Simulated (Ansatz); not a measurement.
# Ge2H4 (singlet): wave-function methods side by side at distance Ge1–Ge2 = 4.160 Å, cc-pVDZ

Aim: climb from Hartree-Fock through coupled cluster and multireference methods for Ge2H4 (singlet) at one geometry and basis, and see what each rung misses.

Method: cc-pVDZ, core rule «outside noble gas», up to 28 orbitals frozen; program: Ansatz 0.2.0, Gaussian basis.

Plan: UHF; CCSD(T) on RHF; CCSD(T) on UHF; BCCD(T) on RHF; CISD; CCSDT(Q) on RHF; CCSDT(Q) on UHF; CASSCF and MRCISD+Q, 2 electrons in 2 orbitals; CASSCF and NEVPT2, 2 electrons in 2 orbitals; CASSCF and MRCISD+Q, 8 electrons in 8 orbitals; CASSCF and NEVPT2, 8 electrons in 8 orbitals.

22 further runs of the same task are left out: 2 for a known fault of the program, 3 for a mislabelled method, 13 that didn't finish, 4 set aside as unsound or not needed.

### Step 1. What is computed

The geometry derives from a PBE0/def2-TZVP stationary point (not a proven minimum). One bond is set to the value named and the two fragments are kept rigid. No spin-orbit coupling is included. The filled d shell of Ge may be among the frozen orbitals whatever the setting's name suggests; the logs give the count.

6 atoms, charge 0, spin multiplicity 1.

Atoms are counted from 1 here; the program's logs count them from 0.

Bond lengths: Ge1–H3 1.539 Å, Ge1–H4 1.539 Å, Ge2–H5 1.539 Å, Ge2–H6 1.539 Å. Angles: H3–Ge1–H4 109.5°, H5–Ge2–H6 109.5°.

### Step 2. UHF

in.yaml

```yaml
crystal:
  periodic: [false, false, false]
  atoms:
    - {symbol: Ge, position_ang: [-0.089071, 0.000000, 2.078092]}
    - {symbol: Ge, position_ang: [0.089071, 0.000000, -2.078092]}
    - {symbol: H, position_ang: [0.435048, -1.257455, 2.794865]}
    - {symbol: H, position_ang: [0.435048, 1.257455, 2.794865]}
    - {symbol: H, position_ang: [-0.435048, -1.257455, -2.794865]}
    - {symbol: H, position_ang: [-0.435048, 1.257455, -2.794865]}
basis:
  gaussian: {orbitals: cc-pVDZ}
magnetization: {spin_polarized: true, initial_magnetization: 0}
hamiltonian: {xc: hf}
output: {orbitals: {seedname: orbitals}}
```

Launch:

```
$ ansatz run in.yaml --threads 1 --pin off --events-out ev --progress --plain --max-ram 2393MiB
```

Further steps of the session: CCSD(T) on RHF; CCSD(T) on UHF; BCCD(T) on RHF; CISD; CCSDT(Q) on RHF; CCSDT(Q) on UHF; CASSCF and MRCISD+Q, 2 electrons in 2 orbitals; CASSCF and NEVPT2, 2 electrons in 2 orbitals; CASSCF and MRCISD+Q, 8 electrons in 8 orbitals; CASSCF and NEVPT2, 8 electrons in 8 orbitals.

**Question.** What will the summary of the whole plan be? Wanted: RCCSDT(Q) below the RHF energy; RMP2 from RCCSDT(Q); UMP2 from RCCSDT(Q); RCCSD from RCCSDT(Q); RCCSD(T) from RCCSDT(Q); UCCSD(T) from RCCSDT(Q); UCCSDT(Q) from RCCSDT(Q); NEVPT2 pair from RCCSDT(Q); MRCISD+Q pair from RCCSDT(Q).

As calculated:

| quantity | value |
| --- | --- |
| RCCSDT(Q) below the RHF energy | -6.0990 eV |
| RMP2 from RCCSDT(Q) | +1551.0 meV |
| UMP2 from RCCSDT(Q) | +1735.3 meV |
| RCCSD from RCCSDT(Q) | +153.3 meV |
| RCCSD(T) from RCCSDT(Q) | +37.7 meV |
| UCCSD(T) from RCCSDT(Q) | +74.0 meV |
| UCCSDT(Q) from RCCSDT(Q) | +10.7 meV |
| NEVPT2 pair from RCCSDT(Q) | +1484.9 meV |
| MRCISD+Q pair from RCCSDT(Q) | +33.3 meV |
| NEVPT2 frontier from RCCSDT(Q) | +1250.6 meV |
| levels within 1 kcal/mol (43 meV) | RCCSD(T), BCCD(T), RCCSDT, UCCSDT, UCCSDT(Q), MRCISD+Q pair |
| T1 diagnostic | 0.013 |

**Reading.** RCCSD(T) lands +37.7 meV from the yardstick (0.6 % of the correlation energy). CCSD(T) misses by +37.7 meV on the restricted determinant and by +74.0 meV on the unrestricted one; the two need not hold the same state or core. Of the multireference levels listed MRCISD+Q pair comes nearest in total energy (+33.3 meV), which doesn't show that its space is the better one. These misses are within one basis, not against nature.
